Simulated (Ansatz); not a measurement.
# LiY3 (I4/mmm) in Ansatz: reference runs, part 2 of 2

Ansatz 0.2.0. Earlier steps stand in the parts before.

## 5. Single point, PBE, 28.65 Å³/atom (volume scaled by 0.96)

Contents of input.yaml:

```yaml
crystal:
  lattice:
    - [-2.3351970241, 2.3351970241, 5.2546525129]
    - [2.3351970241, -2.3351970241, 5.2546525129]
    - [2.3351970241, 2.3351970241, -5.2546525129]
  atoms:
    - { symbol: "Y", position: [0.5, 0.5, 0.0] }
    - { symbol: "Y", position: [0.25, 0.75, 0.5] }
    - { symbol: "Y", position: [0.75, 0.25, 0.5] }
    - { symbol: Li, position: [0.0, 0.0, 0.0] }
hamiltonian:
  xc: pbe
  pseudopotentials: { kind: paw }
kpoints:
  mp_grid: { grid: [8, 8, 8] }
scf:
  occupations: { method: fermi_dirac, width: 0.05 }
output:
  forces: true
  stress: true
  eigenvalues: true
```

Started as:

```console
$ ansatz run input.yaml --threads 2 --pin off --max-ram 5120MiB --backend cpu --events-out ev --progress --plain --runs-dir out
```

Wall time 8.1 s (2 threads of Intel Xeon at 2.50GHz (Skylake/Cascade Lake), shared host); peak memory 0.5 GiB.

It converged, with:

| Property | Result |
| --- | --- |
| Free energy | -11749.9166 eV |
| Pressure | 1.4 GPa |
| Band gap on the k mesh | none (metal or under the smearing width) |

## 6. Single point, PBE, 29.25 Å³/atom (volume scaled by 0.98)

input.yaml, as its differences from that of step 5:

```diff
@@ -2,5 +2,5 @@
   lattice:
-    - [-2.3351970241, 2.3351970241, 5.2546525129]
-    - [2.3351970241, -2.3351970241, 5.2546525129]
-    - [2.3351970241, 2.3351970241, -5.2546525129]
+    - [-2.3513023401, 2.3513023401, 5.2908926409]
+    - [2.3513023401, -2.3513023401, 5.2908926409]
+    - [2.3513023401, 2.3513023401, -5.2908926409]
   atoms:
```

Potentials or basis: Ansatz PAW.

Started as:

```console
$ ansatz run input.yaml --threads 2 --pin off --max-ram 5120MiB --backend cpu --events-out ev --progress --plain --runs-dir out
```

What it wrote:

```text
Warning: RAYON_NUM_THREADS=2 ignored (pool sized by the plan → 2); use --threads N
Engine: ansatz 0.2.0, x86_64-unknown-linux-gnu
Pseudopotentials: kind: paw
Pseudopotential: Y, paw, valence charge 11, recommended cutoff 420 eV (normal), Y.paw.azcp
Pseudopotential: Li, paw, valence charge 3, recommended cutoff 420 eV (normal), Li.paw.azcp
Functional definition: PBE
  parameter kappa = 0.804
  parameter beta = 0.06672455060314922
  exchange = pbe_x(kappa = kappa, mu = beta*pi^2/3)
  correlation = pbe_c(beta = beta)
Crystal: 4 atoms, lattice volume = 117.005 Å³
Basis set: ecut = 420 eV, 2289 PW (Γ), exchange–correlation on 90×90×90 points (8 copies of the dense FFT grid, shifted against one another)
Bands: 22, of which v1, the nominal top of the filled ones, is band 18 counted from 1 (17 counted from 0)
Symmetry: 16 space group operations
Space group: I4/mmm (ITA 139), of the structure as read, at distance tolerance 4.9e-5 Å
k-points: 59 of 512
Non-local potential: Y, projectors of the file, l = 0: 3, l = 1: 2, l = 2: 2, l = 3: 1
Non-local potential: Li, projectors of the file, l = 0: 3, l = 1: 2, l = 2: 1
PAW form: soft (Blöchl's): semilocal exchange-correlation on the pseudo side does not see the compensation charge
PAW one-centre angular grid: Y, 590 points (default); XC on 64 Gauss nodes
PAW one-centre angular grid: Li, 110 points (default); XC on 64 Gauss nodes
Initial density: superposition of atomic densities (neutral atoms: chi_scale 0, normalization atom), corrected by the library's trained network
Initial wavefunctions: pseudopotential atomic-orbital guess
Functional: x = pbe(κ = 0.804, μ = 0.2195149727645171), c = pbe(β = 0.06672455060314922)
SCF iter   1: F=—  HF=-11749.940056 eV  |F-HF|=—  |Δ(HF+E_count)|=         —  Δρ=3.08e-3  dr2=3.69e-2  ethr=1.77e-3  ⟨swp⟩=5.0  Hψ=5686  notcnv=0
preconditioner: auto → Kerker (q_TF=auto, 2.242 Å⁻¹)  [metal: Δε(μ)=0.006 eV  Ē_g=1.913 eV  σ=0.050 eV  W_gap=0.03  n_scr=30 (ndim 8)  ℏωp=10.9 eV  f_vac=0.000  D(μ)=6.42/eV (n_scr^D=68)]
SCF iter   2: F=—  HF=-11749.934399 eV  |F-HF|=—  |Δ(HF+E_count)|=   5.66e-3  Δρ=1.84e-3  dr2=1.21e-2  ethr=1.03e-4  ⟨swp⟩=1.1  Hψ=1775  notcnv=0
SCF iter   3: F=—  HF=-11749.932138 eV  |F-HF|=—  |Δ(HF+E_count)|=   2.26e-3  Δρ=3.85e-4  dr2=3.88e-4  ethr=3.35e-5  ⟨swp⟩=2.0  Hψ=1593  notcnv=0
SCF iter   4: F=—  HF=-11749.932052 eV  |F-HF|=—  |Δ(HF+E_count)|=   8.53e-5  Δρ=1.26e-4  dr2=3.27e-5  ethr=1.08e-6  ⟨swp⟩=2.0  Hψ=1570  notcnv=0
SCF iter   5: F=—  HF=-11749.932023 eV  |F-HF|=—  |Δ(HF+E_count)|=   2.91e-5  Δρ=3.52e-5  dr2=2.44e-6  ethr=9.08e-8  ⟨swp⟩=2.1  Hψ=1590  notcnv=0
SCF iter   6: F=-11749.932023 eV  HF=-11749.932023 eV  |F-HF|=6.36e-9  |Δ(HF+E_count)|=   4.56e-7  Δρ=6.81e-6  dr2=5.50e-8  ethr=2.78e-10  ⟨swp⟩=4.0  Hψ=5438  notcnv=0
the search or the solves at the SCF's close seem to have found levels that the self-consistency loop had missed (the run counts 1). By its estimate they hold under 1e-12 electrons; where the run keeps them, the occupations were computed again with them
SCF 1 converged in 6 iterations: F = -11749.932023 eV  dr2 = 5.50e-8
SCF converged after 6 iterations
Free energy (F): -11749.932023 eV
Harris-Foulkes:  -11749.932023 eV  (|F-HF|=6.36e-9)
Internal energy: -11749.876838 eV  (E = F + TS)
E sigma→0 (E₀):  -11749.904431 eV
Entropy (-TS):   -0.055184 eV (-13.796 meV/atom)
Fermi energy:    8.047776 eV
--- Per-component energies (eV) ---
  E_band       = -478.159800
  E_kinetic    = 936.174644
  E_local      = -2114.118637  (includes V_loc(G=0)·N_el)
  E_nonlocal   = 117.992714
  E_hartree    = 681.608030
  E_xc         = -528.964363
  E_vxc        = -608.725742  (∫ρ·V_xc dr)
  E_paw        = -8497.291128  (= ΣΔE_a)
  E_vpaw       = -172.701820  (= ΣTr[D̂ρ^β])
  E_aug_tail   = 0.000025  (compensation charges beyond the density's cutoff)
  E_ewald      = -2345.278123
  E_smearing   = -0.055184  (= −TS)
  E_closure    = 0.000000  (closes the sum)
  Σ components = -11749.932023   (vs F -11749.932023, Δ=0.00e0)
--- Forces (eV/Å), atoms counted from 1 ---
  atom   1  Y      0.00000000     0.00000000    -0.00000000
  atom   2  Y     -0.00000000     0.00000000     0.00000000
  atom   3  Y      0.00000000    -0.00000000     0.00000000
  atom   4  Li    -0.00000000     0.00000000     0.00000000
  max |Σ_I F_I| component: 1.08e-19 eV/Å
--- Stress (GPa, compression-positive) ---
        0.772800       0.000000       0.000000
        0.000000       0.772800       0.000000
        0.000000      -0.000000       0.505616
  P = ⅓ Tr σ = 0.6837 GPa (6.837 kbar)
--- Band table (eV; the first three rows and the last of 59) ---
  k-point 0: bands = ["-37.6411", "-34.7275", "-34.5971", "-34.5009", "-14.8864", "-14.8450", "-14.8450", "-14.7440", "-14.7440", "-14.4849", "-14.4015", "-14.3230", "-14.3230", "3.5833", "6.6629", "6.8059", "7.7772", "8.2506", "8.2506", "8.5690", "9.2353", "9.2543"]
  k-point 1: bands = ["-37.6410", "-34.7254", "-34.5912", "-34.5086", "-14.9154", "-14.8104", "-14.7657", "-14.7622", "-14.7470", "-14.4771", "-14.4135", "-14.4090", "-14.3164", "3.8554", "6.8812", "7.0294", "7.7430", "8.0507", "8.1818", "8.8215", "8.8872", "8.9165"]
  k-point 2: bands = ["-37.6410", "-34.7211", "-34.5762", "-34.5273", "-14.9628", "-14.8028", "-14.7581", "-14.7410", "-14.6220", "-14.5695", "-14.4608", "-14.4354", "-14.3010", "4.6014", "7.0684", "7.4957", "7.6276", "7.9435", "8.2178", "8.2297", "8.4481", "9.1350"]
  k-point 58: bands = ["-37.6411", "-34.7170", "-34.6079", "-34.5009", "-14.9149", "-14.9149", "-14.6763", "-14.6615", "-14.6615", "-14.6250", "-14.4809", "-14.3335", "-14.3335", "4.8251", "5.4709", "6.3045", "7.5363", "7.7784", "7.7784", "7.9874", "9.2612", "10.3635"]
```

Run time: 7.2 s. Hardware: 2 threads of Intel Xeon at 2.50GHz (Skylake/Cascade Lake), shared host; peak memory 0.5 GiB.

Results:

```
Free energy            : -11749.9320 eV
Pressure               : 0.7 GPa
Band gap on the k mesh : none (metal or under the smearing width)
```

## 7. Single point, PBE, 29.85 Å³/atom

input.yaml, as its differences from that of step 6:

```diff
@@ -2,5 +2,5 @@
   lattice:
-    - [-2.3513023401, 2.3513023401, 5.2908926409]
-    - [2.3513023401, -2.3513023401, 5.2908926409]
-    - [2.3513023401, 2.3513023401, -5.2908926409]
+    - [-2.36719, 2.36719, 5.326643]
+    - [2.36719, -2.36719, 5.326643]
+    - [2.36719, 2.36719, -5.326643]
   atoms:
@@ -21 +21,5 @@
   eigenvalues: true
+  write_density: true
+  write_potential: true
+  elf: true
+  volumetric_format: npy
```

Started as:

```console
$ ansatz run input.yaml --threads 2 --pin off --max-ram 5120MiB --backend cpu --events-out ev --progress --plain --runs-dir out
```

Run time: 7.5 s. Hardware: 2 threads of Intel Xeon at 2.50GHz (Skylake/Cascade Lake), shared host; peak memory 0.5 GiB.

It converged, with:

- Free energy: -11749.9372 eV
- Pressure: 0.0 GPa
- Band gap on the k mesh: none (metal or under the smearing width)

## 8. Single point, PBE, 30.45 Å³/atom (volume scaled by 1.02)

input.yaml, as its differences from that of step 7:

```diff
@@ -2,5 +2,5 @@
   lattice:
-    - [-2.36719, 2.36719, 5.326643]
-    - [2.36719, -2.36719, 5.326643]
-    - [2.36719, 2.36719, -5.326643]
+    - [-2.3828672118, 2.3828672118, 5.3619198095]
+    - [2.3828672118, -2.3828672118, 5.3619198095]
+    - [2.3828672118, 2.3828672118, -5.3619198095]
   atoms:
@@ -21,5 +21 @@
   eigenvalues: true
-  write_density: true
-  write_potential: true
-  elf: true
-  volumetric_format: npy
```

Started as:

```console
$ ansatz run input.yaml --threads 2 --pin off --max-ram 5120MiB --backend cpu --events-out ev --progress --plain --runs-dir out
```

It took 6.8 s on 2 threads of Intel Xeon at 2.50GHz (Skylake/Cascade Lake), shared host; peak memory 0.5 GiB.

It converged, with:

* Free energy: -11749.9330 eV
* Pressure: -0.6 GPa
* Band gap on the k mesh: none (metal or under the smearing width)

## 9. Single point, PBE, 31.04 Å³/atom (volume scaled by 1.04)

input.yaml, as its differences from that of step 8:

```diff
@@ -2,5 +2,5 @@
   lattice:
-    - [-2.3828672118, 2.3828672118, 5.3619198095]
-    - [2.3828672118, -2.3828672118, 5.3619198095]
-    - [2.3828672118, 2.3828672118, -5.3619198095]
+    - [-2.3983408091, 2.3983408091, 5.3967384462]
+    - [2.3983408091, -2.3983408091, 5.3967384462]
+    - [2.3983408091, 2.3983408091, -5.3967384462]
   atoms:
```

Potentials or basis: Ansatz PAW.

Started as:

```console
$ ansatz run input.yaml --threads 2 --pin off --max-ram 5120MiB --backend cpu --events-out ev --progress --plain --runs-dir out
```

Run time: 6.3 s. Hardware: 2 threads of Intel Xeon at 2.50GHz (Skylake/Cascade Lake), shared host; peak memory 0.5 GiB.

Results (log left out):

```yaml
Free_energy: -11749.9200 eV
Pressure: -1.1 GPa
Band_gap_on_the_k_mesh: none (metal or under the smearing width)
```

## 10. Single point, PBE, 31.64 Å³/atom (volume scaled by 1.06)

input.yaml, as its differences from that of step 9:

```diff
@@ -2,5 +2,5 @@
   lattice:
-    - [-2.3983408091, 2.3983408091, 5.3967384462]
-    - [2.3983408091, -2.3983408091, 5.3967384462]
-    - [2.3983408091, 2.3983408091, -5.3967384462]
+    - [-2.4136172771, 2.4136172771, 5.4311135033]
+    - [2.4136172771, -2.4136172771, 5.4311135033]
+    - [2.4136172771, 2.4136172771, -5.4311135033]
   atoms:
```

Started as:

```console
$ ansatz run input.yaml --threads 2 --pin off --max-ram 5120MiB --backend cpu --events-out ev --progress --plain --runs-dir out
```

Run time: 6.7 s. Hardware: 2 threads of Intel Xeon at 2.50GHz (Skylake/Cascade Lake), shared host; peak memory 0.5 GiB.

It converged, with:

* Free energy: -11749.8991 eV
* Pressure: -1.7 GPa
* Band gap on the k mesh: none (metal or under the smearing width)

## 11. Equation of state, PBE

No new run: the results of the series are fitted here.

Results:

```yaml
Equilibrium_volume: 29.87 Å³/atom
Bulk_modulus_at_fixed_shape_and_positions: 32 GPa
Pressure_derivative_of_the_bulk_modulus: 3.0
```

Energy against volume, from the lowest point:
| volume (Å³/atom) | energy (meV/atom) |
| --- | --- |
| 28.057 | 11.79 |
| 28.654 | 5.16 |
| 29.251 | 1.30 |
| 29.848 | 0.00 |
| 30.445 | 1.06 |
| 31.042 | 4.30 |
| 31.639 | 9.55 |

Caveat: the cell was scaled at fixed shape and fractional positions, which overstates the stiffness of a crystal with free parameters, most of all of layers and chains.

## 12. Overview

| task | cell | gap on the mesh (eV) | pressure (GPa) |
| --- | --- | --- | --- |
| single point | as given | none | 0.0 |
| single point | atoms moved at random, drawn with an rms of 0.05 Å | none | 0.0 |
| equation of state | as given | - | - |

Alike in all rows: level PBE; potentials or basis Ansatz PAW; no spin polarisation; k mesh 8 × 8 × 8; cutoff (eV) 420; smearing fermi-dirac 0.05 eV.

Caveats: the cell was scaled at fixed shape and fractional positions, which overstates the stiffness of a crystal with free parameters, most of all of layers and chains (some runs).

Total energies depend on the potentials used, so only differences within one code and one set of settings carry meaning.
